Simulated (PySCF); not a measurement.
# C7H11NO: magnetic properties

Aim: compute the magnetic properties of C7H11NO (`C=C/C=C(\C)CNC=O`).

Programs: PySCF 2.14.0, with routines of our own; each step states its level. All values are computed. Atoms count from 0.

## (1) The system as given

20 atoms, charge 0, multiplicity 1; geometry from: GFN2-xTB.

## (2) Magnetic properties: GIAO KT3/pcSseg-1

Job settings and geometry (Å):

```
{"job": {"kind": "mag", "xc": "KT3", "basis": "pcSseg-1", "isotopologues": 0}, "charge": 0, "multiplicity": 1}
C      3.532210    -1.321838     0.012210
C      2.368866    -0.875261    -0.452271
C      1.308322    -0.394955     0.402399
C      0.124079     0.070088    -0.012409
C     -0.288766     0.149745    -1.453206
C     -0.909052     0.542020     0.975883
N     -2.126203    -0.245005     0.885606
C     -3.279724     0.257737     0.414328
O     -3.452791     1.396731     0.058489
H      4.309978    -1.676432    -0.641724
H      3.746945    -1.347356     1.068254
H      2.184795    -0.864139    -1.517099
H      1.523573    -0.414673     1.463770
H     -1.242930     0.661648    -1.545535
H     -0.388826    -0.846058    -1.885484
H      0.450515     0.694740    -2.037475
H     -1.202394     1.572652     0.751532
H     -0.522073     0.493410     1.998529
H     -2.058350    -1.223211     1.116313
H     -4.083322    -0.503189     0.394854
```

With the program's defaults for keys left out, this is: GIAO KT3/pcSseg-1 magnetisability, rotational g tensor and spin-rotation constants, non-relativistic, gas phase.

On the command line:

```
> OMP_NUM_THREADS=1 python excited_run.py task.json out
```

This one command runs all jobs of the session in turn.

The log of the run:

```text
coarse grid: 16576 points
cycle   1  E = -409.2905410427  dE =  1.150e+00  |g| = 1.023e+00  |ddm| = 4.144e+00
cycle   2  E = -407.1375184037  dE =  2.153e+00  |g| = 2.949e+00  |ddm| = 5.371e+00
cycle   3  E = -409.4353092243  dE = -2.298e+00  |g| = 5.674e-01  |ddm| = 5.126e+00
cycle   4  E = -409.5067779442  dE = -7.147e-02  |g| = 2.600e-01  |ddm| = 7.773e-01
cycle   5  E = -409.5196513911  dE = -1.287e-02  |g| = 9.875e-02  |ddm| = 2.287e-01
cycle   6  E = -409.5215642115  dE = -1.913e-03  |g| = 3.395e-02  |ddm| = 9.771e-02
cycle   7  E = -409.5217616195  dE = -1.974e-04  |g| = 2.139e-02  |ddm| = 4.747e-02
cycle   8  E = -409.5218956813  dE = -1.341e-04  |g| = 3.641e-03  |ddm| = 2.361e-02
cycle   9  E = -409.5218986248  dE = -2.944e-06  |g| = 1.043e-03  |ddm| = 4.669e-03
final grid: 159752 points
cycle  10  E = -409.5440004051  dE = -2.854e-04  |g| = 1.327e-02  |ddm| = 8.825e-02
cycle  11  E = -409.5438358827  dE =  1.645e-04  |g| = 3.165e-02  |ddm| = 3.437e-02
cycle  12  E = -409.5440253230  dE = -1.894e-04  |g| = 5.215e-03  |ddm| = 2.777e-02
cycle  13  E = -409.5440311859  dE = -5.863e-06  |g| = 1.183e-03  |ddm| = 4.550e-03
cycle  14  E = -409.5440314323  dE = -2.464e-07  |g| = 5.547e-04  |ddm| = 1.383e-03
cycle  15  E = -409.5440315072  dE = -7.496e-08  |g| = 2.187e-04  |ddm| = 6.956e-04
cycle  16  E = -409.5440315195  dE = -1.225e-08  |g| = 6.220e-05  |ddm| = 2.496e-04
cycle  17  E = -409.5440315204  dE = -9.722e-10  |g| = 2.593e-05  |ddm| = 8.264e-05
converged SCF energy = -409.5440315204

Magnetisability tensor (1e-30 J/T^2)
    -1200.99      -95.94       32.23
      -95.94    -1308.39      -23.51
       32.23      -23.51    -1177.70
isotropic -1229.02   principal values   -1364.73  -1204.13  -1118.22
isotropic susceptibility -74.014 1e-6 cm^3/mol

Inertial axes            a          b          c
rot. const./GHz      5.2045     0.6638     0.6243
chi total           -70.151    -70.546    -81.344
chi diamagnetic    -363.539  -1888.493  -2015.234
chi paramagnetic    293.389   1817.947   1933.890
quadrupole/D A      -11.134      7.633      3.501
g nuclear            0.6597     0.5563     0.5610
g electronic        -0.7174    -0.5669    -0.5672
g total             -0.0577    -0.0107    -0.0062

Spin-rotation constants (kHz, H = +C I.J)
atom  isotope        aa         bb         cc
  6    14N        0.327      0.057      0.074
  9     1H        0.171     -0.036     -0.065
 10     1H       -0.490      0.050     -0.067
 11     1H       -0.487      0.062     -0.063
 12     1H       -0.462      0.058     -0.069
 13     1H        0.110     -0.060     -0.071
 14     1H       -0.526     -0.065      0.009
 15     1H       -0.336     -0.030     -0.044
 16     1H       -0.295     -0.049      0.006
 17     1H       -0.460      0.015     -0.063
 18     1H       -0.536     -0.063      0.014
 19     1H       -0.151     -0.053      0.023
  0    13C*       1.714      0.246      0.100
  1    13C*       1.807      0.290      0.099
  2    13C*       1.601      0.277      0.127
  3    13C*       1.944      0.280      0.110
  4    13C*       0.818      0.088      0.086
  5    13C*       1.023      0.111      0.132
  7    13C*       2.103      0.172      0.223
  8    17O*      -2.343     -0.142     -0.268
* in the singly substituted isotopologue
```

Run time: 70 s. Hardware: 1 thread of Arm Neoverse V1, shared host; peak memory 0.69 GiB.

From this job:

| quantity | value |
| --- | --- |
| magnetisability | -1229·10⁻³⁰ J/T² |
| molar susceptibility | -74.0·10⁻⁶ cm³/mol |
| rotational g (a, b, c) | -0.0577, -0.0107, -0.0062 |

The fields below are evaluated on a grid from the run's orbitals.

Frontier orbitals at KT3/pcSseg-1, with the share of their density that lies nearest to each atom:

```
orbital  energy (eV)                                         lies on
   HOMO        -5.56        C0, C3 about 21 % each; C2 17 %; O8 10 %
   LUMO        -1.81  C0, C3 about 23 % each; C1, C2 about 12 % each
```

ELF in a plane through or near 7 of the atoms.

Ten even steps from '0' (0.00) to '9' (1.00):
```
0000000000000000000000000000
0000000000000000000000000000
0000000000000000000000000000
0000000000000000000000000000
0000002100130002000000000000
0000189920995014003300000000
0000299940997014127510000000
0000169940686113578742000000
0000355352636554765845100000
0006993384938764577355100000
0009998654745562034554100000
0008995267611783001563100000
0002870199801545610232200000
0000000299703747980011000000
0000000189102665880000000000
0000000000000111110000000000
0000000000000000000000000000
0000000000000000000000000000
0000000000000000000000000000
0000000000000000000000000000
```
The map spans 14.4 Å across and 9.4 Å up, centred on the molecule. Atoms in the plane (x, y in Å): C0 (-3.7, 0.4), C1 (-2.5, -0.2), N6 (2.1, 0.7), C7 (3.3, 0.2), H9 (-4.6, -0.2), H10 (-3.8, 1.4), H11 (-2.4, -1.3).

On the surface of density 0.002 e/bohr³ the electrostatic potential runs, from the 1st to the 99th percentile, from -1.79 V near O8 to 1.87 V near H18.

## (3) Magnetic properties: GIAO BP86/STO-3G in cyclohexane

Settings changed since step 2:

```diff
@@ -1,2 +1,2 @@
-{"job": {"kind": "mag", "xc": "KT3", "basis": "pcSseg-1", "isotopologues": 0}, "charge": 0, "multiplicity": 1}
+{"job": {"kind": "mag", "xc": "BP86", "basis": "STO-3G", "solvent": "cyclohexane"}, "charge": 0, "multiplicity": 1}
 C      3.532210    -1.321838     0.012210
```

Method: GIAO BP86/STO-3G magnetisability, non-relativistic, IEF-PCM cyclohexane.

The log of the run:

```text
coarse grid: 16576 points
cycle   1  E = -398.0833891657  dE =  1.384e+00  |g| = 6.672e-01  |ddm| = 5.959e+00
cycle   2  E = -395.3178966492  dE =  2.765e+00  |g| = 2.188e+00  |ddm| = 4.172e+00
cycle   3  E = -398.1024067351  dE = -2.785e+00  |g| = 6.135e-01  |ddm| = 4.026e+00
cycle   4  E = -398.2300385064  dE = -1.276e-01  |g| = 1.618e-01  |ddm| = 8.604e-01
cycle   5  E = -398.2331954171  dE = -3.157e-03  |g| = 1.511e-01  |ddm| = 3.420e-01
cycle   6  E = -398.2400625632  dE = -6.867e-03  |g| = 3.448e-02  |ddm| = 1.794e-01
cycle   7  E = -398.2403591319  dE = -2.966e-04  |g| = 1.994e-02  |ddm| = 5.155e-02
cycle   8  E = -398.2404724196  dE = -1.133e-04  |g| = 6.511e-03  |ddm| = 2.803e-02
cycle   9  E = -398.2404844604  dE = -1.204e-05  |g| = 2.448e-03  |ddm| = 9.956e-03
cycle  10  E = -398.2404854985  dE = -1.038e-06  |g| = 1.707e-03  |ddm| = 5.293e-03
final grid: 159752 points
cycle  11  E = -398.1943185148  dE =  5.906e-06  |g| = 8.627e-03  |ddm| = 2.058e-02
cycle  12  E = -398.1941390602  dE =  1.795e-04  |g| = 2.520e-02  |ddm| = 4.487e-02
cycle  13  E = -398.1943409434  dE = -2.019e-04  |g| = 1.650e-03  |ddm| = 3.449e-02
cycle  14  E = -398.1943416710  dE = -7.277e-07  |g| = 6.926e-04  |ddm| = 2.674e-03
cycle  15  E = -398.1943417940  dE = -1.230e-07  |g| = 1.123e-04  |ddm| = 9.679e-04
cycle  16  E = -398.1943418239  dE = -2.984e-08  |g| = 4.932e-05  |ddm| = 2.191e-04
cycle  17  E = -398.1943418246  dE = -7.107e-10  |g| = 1.540e-05  |ddm| = 7.954e-05
converged SCF energy = -398.1943418246

Magnetisability tensor (1e-30 J/T^2)
    -1190.66     -116.67       37.40
     -116.67    -1324.26      -37.01
       37.40      -37.01    -1201.74
isotropic -1238.88   principal values   -1392.86  -1225.89  -1097.90
isotropic susceptibility -74.607 1e-6 cm^3/mol

Inertial axes            a          b          c
rot. const./GHz      5.2045     0.6638     0.6243
chi total           -69.096    -71.591    -83.135
chi diamagnetic    -355.856  -1879.474  -2007.101
chi paramagnetic    286.761   1807.883   1923.965
quadrupole/D A      -10.122      6.376      3.747
```

Wall time 9.7 s (1 thread of Arm Neoverse V1, shared host); peak memory 0.56 GiB.

Key values:

```csv
quantity,value
magnetisability,-1239·10⁻³⁰ J/T²
molar susceptibility,-74.6·10⁻⁶ cm³/mol
```

## (4) Summary of results

| quantity | value |
| --- | --- |
| magnetisability (step 2, GIAO KT3/pcSseg-1) | -1229·10⁻³⁰ J/T² |
| molar susceptibility (step 2, GIAO KT3/pcSseg-1) | -74.0·10⁻⁶ cm³/mol |
| rotational g (a, b, c) (step 2, GIAO KT3/pcSseg-1) | -0.0577, -0.0107, -0.0062 |
| surface potential, 1st and 99th percentile | -1.79 V and 1.87 V |

In words: By nearest atom (KT3/pcSseg-1), the HOMO sits on C0, C3 about 21 % each; C2 17 % and the LUMO on C0, C3 about 23 % each; C1, C2 about 12 % each. Vibrational averaging and real surroundings are missing from these values.
